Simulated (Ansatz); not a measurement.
# GaH− (doublet): from Hartree-Fock to the top rungs, aug-cc-pVDZ

The task here is to estimate one member of a computed series from the others.

Program: Ansatz 0.2.0, Gaussian basis. Level of theory: aug-cc-pVDZ, core rule «outside noble gas», up to 14 orbitals frozen. These are calculated values, not measurements.

To be run: UHF; CCSD(T) on ROHF; CCSD(T) on UHF; BCCD(T) on ROHF; CISD as a restricted active space (open shells left free, so some higher excitations enter); CCSDT(Q) on ROHF; CCSDT(Q) on UHF; CISDTQ; CASSCF and MRCISD+Q, 5 electrons in 5 orbitals; CASSCF and NEVPT2, 5 electrons in 5 orbitals; Full CI.

14 further runs of the same task are left out: 5 that didn't finish, 9 set aside as unsound or not needed. Runs told in other sessions of the task aren't counted.

### The system

The geometry is a PBE0/def2-TZVPD stationary point (not a proven minimum) of the parent state, kept for this charge and spin. No spin-orbit coupling is included. The filled d shell of Ga may be among the frozen orbitals whatever the setting's name suggests.

2 atoms, charge -1, spin multiplicity 2.

Atoms are counted from 1 here; the program's logs count them from 0.

Bond lengths: Ga1–H2 1.603 Å.

Set-up of the first run:

in.yaml

```yaml
crystal:
  periodic: [false, false, false]
  atoms:
    - {symbol: Ga, position_ang: [0.000000, 0.000000, 0.000000]}
    - {symbol: H, position_ang: [0.000000, 0.000000, 1.602600]}
basis:
  gaussian: {orbitals: aug-cc-pVDZ}
total_charge: -1
magnetization: {spin_polarized: true, initial_magnetization: 1}
hamiltonian: {xc: hf}
output: {orbitals: {seedname: orbitals}}
```

Command:

```sh
> ansatz run in.yaml --threads 1 --pin off --events-out ev --progress --plain --max-ram 2393MiB
```

Among the steps run: UHF; CCSD(T) on ROHF; CCSD(T) on UHF; BCCD(T) on ROHF; CISD as a restricted active space (open shells left free, so some higher excitations enter); CCSDT(Q) on ROHF; CCSDT(Q) on UHF; CISDTQ; CASSCF and MRCISD+Q, 5 electrons in 5 orbitals; CASSCF and NEVPT2, 5 electrons in 5 orbitals; Full CI.

One table of the session follows, with a row left open; its other results are not shown here.

```
          method  from FCI (kcal/mol)
            ROHF               +53.86
             UHF               +52.77
            RMP2               +14.84
            UMP2               +14.89
           RCCSD                +1.80
           UCCSD                +1.74
        RCCSD(T)                +0.48
        UCCSD(T)                +0.46
         BCCD(T)                +0.48
          RCCSDT                +0.05
          UCCSDT                +0.03
       RCCSDT(Q)                +0.01
       UCCSDT(Q)                -0.01
  CASSCF valence                    ?
  NEVPT2 valence               +13.51
  MRCISD valence                +2.05
MRCISD+Q valence                -0.11
             FCI                    0
```

Estimate the missing values for CASSCF valence.

As computed: from FCI (kcal/mol): +36.29. In the column «from FCI (kcal/mol)» it lies between UMP2 (+14.89) and UHF (+52.77).

Not comparable, so not listed: CISD as a restricted active space (open shells left free, so some higher excitations enter); CISDTQ (they don't share determinant, frozen orbitals or solution with the rows shown, or repeat one).

Caveats from the session: MRCISD+Q valence falls below full CI: the +Q correction isn't variational, and the cores differ from full CI's. Levels on UHF freeze UHF's core orbitals, full CI those of ROHF, so the U rows can settle a little off it for that reason alone. Restricted and unrestricted rows rest on different reference determinants; a gap between their highest levels can come from leftover correlation error, from unlike frozen cores or from another state.
